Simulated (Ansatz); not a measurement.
# F4GeH2S: the cost of one run

Method: RKS PBE0-D4/def2-SVP, in Ansatz 0.2.0.

### 1 Starting point

Bond lengths: Ge1–F2 2.110 Å, Ge1–F3 1.720 Å, Ge1–F4 1.732 Å, Ge1–F5 1.757 Å, Ge1–S7 2.627 Å, S7–H8 1.336 Å. Angles: F2–Ge1–F3 85.2°, F2–Ge1–F4 85.3°, F2–Ge1–F5 173.4°, F2–Ge1–S7 70.5°, F3–Ge1–F4 114.3°, F3–Ge1–F5 97.2°, F3–Ge1–S7 127.6°, F4–Ge1–F5 99.2°, F4–Ge1–S7 109.1°, F5–Ge1–S7 103.3°, Ge1–S7–H8 89.5°.

Structure file:

```xyz
8

Ge   -0.6405   -0.3717   -0.3500
F     1.2029   -1.0905    0.3831
F    -0.5804   -1.7242   -1.4108
F    -1.2467   -0.7321    1.2316
F    -2.0719    0.3830   -1.0340
H     1.6765    0.0102    0.3373
S     1.0706    1.6141   -0.1839
H     0.5896    1.9113    1.0267
```

### 2 Pulling towards end A

Springs on the bonds that form and break draw the guess towards this end; the thresholds are loose.

input.yaml reads:

```yaml
crystal:
  periodic: [false, false, false]
  atoms:
    - { symbol: Ge, position_ang: [-0.6405, -0.3717, -0.35] }
    - { symbol: F, position_ang: [1.2029, -1.0905, 0.3831] }
    - { symbol: F, position_ang: [-0.5804, -1.7242, -1.4108] }
    - { symbol: F, position_ang: [-1.2467, -0.7321, 1.2316] }
    - { symbol: F, position_ang: [-2.0719, 0.383, -1.034] }
    - { symbol: H, position_ang: [1.6765, 0.0102, 0.3373] }
    - { symbol: S, position_ang: [1.0706, 1.6141, -0.1839] }
    - { symbol: H, position_ang: [0.5896, 1.9113, 1.0267] }
basis:
  gaussian: { orbitals: def2-SVP }
hamiltonian:
  xc: pbe0
  dispersion: d4
relax:
  f_tol: 0.15
  max_steps: 25
  restrain:
    - { distance: [0, 6], at: 3.55, k: 30.0 }
    - { distance: [5, 1], at: 2.18, k: 30.0 }
    - { distance: [0, 1], at: 1.77, k: 30.0 }
    - { distance: [5, 6], at: 1.36, k: 30.0 }
```

On the command line:

```
$ ansatz run input.yaml --threads 2 --pin off --max-ram 3072MiB --backend cpu --events-out ev --progress --plain --runs-dir out
```

**Question.** How long does this run take on 2 threads of Arm Neoverse V1, shared host, and how much memory does it need?

About 53 s, with a peak of 0.3 GiB.
